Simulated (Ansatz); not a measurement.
**CH₃BSe (SMILES B=C[SeH]): one structure at several levels**

An exercise on one series of results from a longer session: the logs are not shown, and one member is left open.

Method: single points in def2-TZVPP; program: Ansatz 0.2.0, Gaussian basis.

Cores are frozen in the correlated methods. Filled d shells of the heavier atoms are correlated.

**The starting structure**

SMILES `B=C[SeH]`, 6 atoms, charge 0, spin multiplicity 1.

Atoms are counted from 1 here; the program's logs count them from 0.

Bond lengths: B1–C2 1.411 Å, B1–H4 1.068 Å, C2–Se3 2.021 Å, C2–H5 1.186 Å, Se3–H6 1.362 Å. Angles: C2–B1–H4 165.0°, B1–C2–Se3 126.5°, B1–C2–H5 122.2°, Se3–C2–H5 100.4°, C2–Se3–H6 99.0°.

Geometry (Å):

```
atom    x (Å)    y (Å)    z (Å)
  B1  -1.2350   0.4581  -0.1803
  C2   0.0226   0.0493  -0.6721
 Se3   1.5823  -0.6210   0.4239
  H4  -2.2776   0.5596   0.0298
  H5   0.5969   0.6525  -1.5161
  H6   0.9131  -0.9616   1.5607
```

The first run:

File run/in.yaml:

```yaml
crystal:
  periodic: [false, false, false]
  atoms:
    - {symbol: B, position_ang: [-1.235000, 0.458100, -0.180300]}
    - {symbol: C, position_ang: [0.022600, 0.049300, -0.672100]}
    - {symbol: Se, position_ang: [1.582300, -0.621000, 0.423900]}
    - {symbol: H, position_ang: [-2.277600, 0.559600, 0.029800]}
    - {symbol: H, position_ang: [0.596900, 0.652500, -1.516100]}
    - {symbol: H, position_ang: [0.913100, -0.961600, 1.560700]}
basis:
  gaussian: {orbitals: def2-TZVPP}
correlation: {method: ccsd_t}
output: {forces: true}
```

The command line of these runs was not kept.

Steps of the session up to this table: CCSD(T)/def2-TZVPP; PBE0-D4/def2-TZVPP; wB97M-V/def2-TZVPP; r2SCAN-D4/def2-TZVPP; PBE-D4/def2-TZVPP; HSE06-D4/def2-TZVPP; LC-wPBE/def2-TZVPP.

One table of the session follows, with a row left open; its other results are not shown here.

```
   method  RMS force component (eV/Å)  angle to CCSD(T) forces (°)  dipole (D)
  CCSD(T)                       1.914                    reference        1.43
  PBE0-D4                       2.035                          5.7        1.46
  wB97M-V                       1.992                          7.3        1.58
r2SCAN-D4                           ?                            ?           ?
   PBE-D4                       1.997                          6.2        1.18
 HSE06-D4                       2.032                          5.5        1.45
  LC-wPBE                       2.115                          9.2        1.73
```

Estimate the missing values for r2SCAN-D4.

As computed: RMS force component (eV/Å): 1.978; angle to CCSD(T) forces (°): 5.1; dipole (D): 1.38. In the column «RMS force component (eV/Å)» it lies between CCSD(T) (1.914) and wB97M-V (1.992).
